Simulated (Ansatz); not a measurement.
# Ti: the cost of one run

All numbers are computed with the Python package of Ansatz 0.2.0. The levels of theory stand in the script.

This is Ti in the fcc structure; at room conditions it is hcp.

## Step 1: The structure

The structure is cubic, space group Fm-3m (No. 225). Conventional cell: a = 4.060 Å, b = 4.060 Å, c = 4.060 Å, α = 90.00°, β = 90.00°, γ = 90.00°. Ti (site symmetry m-3m) is surrounded by 12 Ti at 2.87 Å.

The script holds or builds the structure itself.

## Step 2: The code

paw_lapw.py reads:

```python
"""PAW against all-electron LAPW for Ti."""

import ansatz as az
import numpy as np

SMEARING_WIDTH = 0.1


def count_gap(report):
    # lowest empty less highest filled band, counting bands; zero where they overlap
    return max(report.get("gap_by_band_count_ev") or 0.0, 0.0)

xtal = (
    az.Lattice.fcc(4.06)
    .space_group(225)
    .atom("Ti", (0.0, 0.0, 0.0))
    .primitive()
)

calc = (
    xtal.calculation()
    .functional(az.Functional.PBESOL)
    .kpoints(13)
    .occupations(az.OccupationsMethod.COLD, width=SMEARING_WIDTH)
    .stress()
    .forces()
    .band_table()
)
variants = {
    "PAW": calc.pseudopotentials("paw"),
    "LAPW": calc.pseudopotentials("all_electron", lapw=True),
}
# totals differ by the cores that each treatment holds, so compare what does not depend on them
rows = []
for label, variant in variants.items():
    summary = variant.run(threads=1).report
    levels = np.array(summary["eigenvalues_ev"][0]) - summary["fermi_energy_ev"]
    print(label, "levels at the first k-point near E_F:", np.round(levels[np.abs(levels) < 5], 3))
    rows.append((label, summary["n_electrons"], np.trace(summary["stress_gpa"]) / 3, count_gap(summary)))
for row in rows:
    print("; ".join(f"{name} = {round(v, 4) if isinstance(v, float) else v}" for name, v in zip(["treatment", "electrons in bands", "P GPa", "gap by band count eV"], row)))
```

## Step 3: The calls as engine input

The package turns the script's settings into the engine's input (first run):

```yaml
crystal:
  lattice:
    bravais: fcc
    a: 4.06
  space_group: 225
  atoms:
    - { symbol: Ti, position: [0.0, 0.0, 0.0] }
  reduce_to_primitive: true
kpoints:
  mp_grid:
    grid: [13, 13, 13]
hamiltonian:
  xc: pbesol
  pseudopotentials:
    kind: paw
scf:
  occupations:
    method: cold
    width: 0.1
output:
  forces: true
  stress: true
  eigenvalues: true
```

## Step 4: The run

On the command line:

```bash
$ python paw_lapw.py
```

**Question.** How long does this script take on 1 thread of Intel Xeon Platinum 8259CL at 2.50GHz (Skylake/Cascade Lake), shared host, and how much memory does it need?

About 12 s, with a peak of 0.45 GiB.
